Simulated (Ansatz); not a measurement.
# Mg63Si31: the cost of one run

Program: Ansatz 0.2.0, PAW, plane waves. These are calculated values, not measurements.

## (1) The starting cell

94 atoms (63 Mg, 31 Si); a = 12.649 Å, b = 12.649 Å, c = 12.649 Å, α = 90.00°, β = 90.00°, γ = 90.00°. All atoms were shaken off their sites by about 0.02 Å along each axis. Defect site 1: (0.375, 0.625, 0.625). Defect site 2: (0.000, 0.000, 0.500).

The runs, in order: (2) PBEsol relaxation at the single k point (¼, ¼, ¼), on 1 × NVIDIA H100 80GB HBM3 with 4 threads of AMD EPYC 7R13; (3) HSE06 single point at the single k point (¼, ¼, ¼), on 1 × NVIDIA H100 80GB HBM3 with 4 threads of AMD EPYC 7R13.

## (2) PBEsol relaxation in the fixed cell

in.yaml reads:

```yaml
crystal:
  lattice:
    - [12.649498, 0.000000, 0.000000]
    - [0.000000, 12.649498, 0.000000]
    - [0.000000, 0.000000, 12.649498]
  atoms:
    - { symbol: Mg, position: [0.375948, 0.127932, 0.124031] }
    - { symbol: Mg, position: [0.375087, 0.125251, 0.624917] }
    - { symbol: Mg, position: [0.376070, 0.625638, 0.124621] }
    - { symbol: Mg, position: [0.874970, 0.123333, 0.125759] }
    - { symbol: Mg, position: [0.872521, 0.123970, 0.623362] }
    - { symbol: Mg, position: [0.876553, 0.626366, 0.126551] }
    - { symbol: Mg, position: [0.876919, 0.623150, 0.624348] }
    - { symbol: Mg, position: [0.123961, 0.372612, 0.125972] }
    - { symbol: Mg, position: [0.123792, 0.376911, 0.624195] }
    - { symbol: Mg, position: [0.125146, 0.877170, 0.125555] }
    - { symbol: Mg, position: [0.126199, 0.872501, 0.625644] }
    - { symbol: Mg, position: [0.626485, 0.376700, 0.125871] }
    - { symbol: Mg, position: [0.623670, 0.374546, 0.627345] }
    - { symbol: Mg, position: [0.626881, 0.875889, 0.122817] }
    - { symbol: Mg, position: [0.625845, 0.872768, 0.622776] }
    - { symbol: Mg, position: [0.124092, 0.124917, 0.374449] }
    - { symbol: Mg, position: [0.122637, 0.126937, 0.873675] }
    - { symbol: Mg, position: [0.126932, 0.625672, 0.376730] }
    - { symbol: Mg, position: [0.125286, 0.627420, 0.876589] }
    - { symbol: Mg, position: [0.623745, 0.124986, 0.374834] }
    - { symbol: Mg, position: [0.624489, 0.123557, 0.873918] }
    - { symbol: Mg, position: [0.626493, 0.625074, 0.376138] }
    - { symbol: Mg, position: [0.622997, 0.625054, 0.874677] }
    - { symbol: Mg, position: [0.126247, 0.123304, 0.125274] }
    - { symbol: Mg, position: [0.124644, 0.124682, 0.626465] }
    - { symbol: Mg, position: [0.122642, 0.624175, 0.126911] }
    - { symbol: Mg, position: [0.126975, 0.624947, 0.624544] }
    - { symbol: Mg, position: [0.624564, 0.123399, 0.121285] }
    - { symbol: Mg, position: [0.623887, 0.125775, 0.628868] }
    - { symbol: Mg, position: [0.624705, 0.625708, 0.123222] }
    - { symbol: Mg, position: [0.622135, 0.627605, 0.625570] }
    - { symbol: Mg, position: [0.371426, 0.375180, 0.377019] }
    - { symbol: Mg, position: [0.376164, 0.375113, 0.874775] }
    - { symbol: Mg, position: [0.373407, 0.875575, 0.375032] }
    - { symbol: Mg, position: [0.375663, 0.874684, 0.873800] }
    - { symbol: Mg, position: [0.870688, 0.371693, 0.374132] }
    - { symbol: Mg, position: [0.878471, 0.375745, 0.874118] }
    - { symbol: Mg, position: [0.873572, 0.876065, 0.374213] }
    - { symbol: Mg, position: [0.873922, 0.875187, 0.875820] }
    - { symbol: Mg, position: [0.376305, 0.373884, 0.124961] }
    - { symbol: Mg, position: [0.372851, 0.374324, 0.627750] }
    - { symbol: Mg, position: [0.372978, 0.874837, 0.124124] }
    - { symbol: Mg, position: [0.375470, 0.877392, 0.625086] }
    - { symbol: Mg, position: [0.874257, 0.378233, 0.123171] }
    - { symbol: Mg, position: [0.874716, 0.374617, 0.626061] }
    - { symbol: Mg, position: [0.875176, 0.873006, 0.125350] }
    - { symbol: Mg, position: [0.876713, 0.874352, 0.623192] }
    - { symbol: Mg, position: [0.374535, 0.123992, 0.376506] }
    - { symbol: Mg, position: [0.376459, 0.123867, 0.873928] }
    - { symbol: Mg, position: [0.376678, 0.624550, 0.375466] }
    - { symbol: Mg, position: [0.374808, 0.625888, 0.873821] }
    - { symbol: Mg, position: [0.875027, 0.125562, 0.371013] }
    - { symbol: Mg, position: [0.874720, 0.124417, 0.876018] }
    - { symbol: Mg, position: [0.875463, 0.626631, 0.373387] }
    - { symbol: Mg, position: [0.872558, 0.622849, 0.874820] }
    - { symbol: Mg, position: [0.124814, 0.374600, 0.375459] }
    - { symbol: Mg, position: [0.124548, 0.375090, 0.874254] }
    - { symbol: Mg, position: [0.126864, 0.875578, 0.377073] }
    - { symbol: Mg, position: [0.123990, 0.874590, 0.874682] }
    - { symbol: Mg, position: [0.623327, 0.374672, 0.374100] }
    - { symbol: Mg, position: [0.624798, 0.373456, 0.874985] }
    - { symbol: Mg, position: [0.626392, 0.872005, 0.375765] }
    - { symbol: Mg, position: [0.625311, 0.875834, 0.873554] }
    - { symbol: Si, position: [0.000900, 0.999955, 0.000173] }
    - { symbol: Si, position: [0.001060, 0.500443, 0.999049] }
    - { symbol: Si, position: [0.002302, 0.502079, 0.502052] }
    - { symbol: Si, position: [0.498380, 0.997505, 0.001503] }
    - { symbol: Si, position: [0.501137, 0.997945, 0.499906] }
    - { symbol: Si, position: [0.503350, 0.499415, 0.997778] }
    - { symbol: Si, position: [0.498002, 0.502553, 0.499367] }
    - { symbol: Si, position: [0.251152, 0.250434, 0.997158] }
    - { symbol: Si, position: [0.248789, 0.248567, 0.499772] }
    - { symbol: Si, position: [0.250531, 0.751124, 0.998344] }
    - { symbol: Si, position: [0.249662, 0.750413, 0.497343] }
    - { symbol: Si, position: [0.747025, 0.249537, 0.998787] }
    - { symbol: Si, position: [0.750381, 0.248249, 0.499268] }
    - { symbol: Si, position: [0.749885, 0.749299, 0.002118] }
    - { symbol: Si, position: [0.747123, 0.748436, 0.502617] }
    - { symbol: Si, position: [0.253028, 0.999708, 0.250111] }
    - { symbol: Si, position: [0.252214, 0.000957, 0.750454] }
    - { symbol: Si, position: [0.249839, 0.499178, 0.246631] }
    - { symbol: Si, position: [0.253363, 0.498566, 0.753236] }
    - { symbol: Si, position: [0.748905, 0.999052, 0.250412] }
    - { symbol: Si, position: [0.749447, 0.998328, 0.747895] }
    - { symbol: Si, position: [0.750794, 0.498754, 0.249567] }
    - { symbol: Si, position: [0.750387, 0.498215, 0.748190] }
    - { symbol: Si, position: [0.000003, 0.246707, 0.249020] }
    - { symbol: Si, position: [0.999428, 0.250030, 0.753313] }
    - { symbol: Si, position: [0.002848, 0.747856, 0.249824] }
    - { symbol: Si, position: [0.002353, 0.749574, 0.750662] }
    - { symbol: Si, position: [0.501375, 0.247468, 0.248794] }
    - { symbol: Si, position: [0.499369, 0.252085, 0.748907] }
    - { symbol: Si, position: [0.501553, 0.749193, 0.252235] }
    - { symbol: Si, position: [0.498722, 0.750656, 0.749950] }
  symmetry: { detect: false }
kpoints:
  mp_grid: { grid: [1, 1, 1], shift: [0.25, 0.25, 0.25] }
hamiltonian:
  xc: pbesol
scf:
  occupations: { method: fermi_dirac, width: 0.01 }
relax:
  f_tol: 0.03
  max_steps: 80
  escape_saddle: false
  adjacent_minimum: "off"
output:
  forces: true
  eigenvalues: true
  populations: true
```

The run is started by

```
ansatz run in.yaml --threads 4 --pin off --max-ram 61750MiB --runs-dir r --events-out ev --progress --plain --backend cuda --devices 0, --max-vram 37GiB
```

Q: Estimate wall time and peak memory on 1 × NVIDIA H100 80GB HBM3 with 4 threads of AMD EPYC 7R13, shared host.

About 14 s, with a peak of 1.6 GiB on the host.
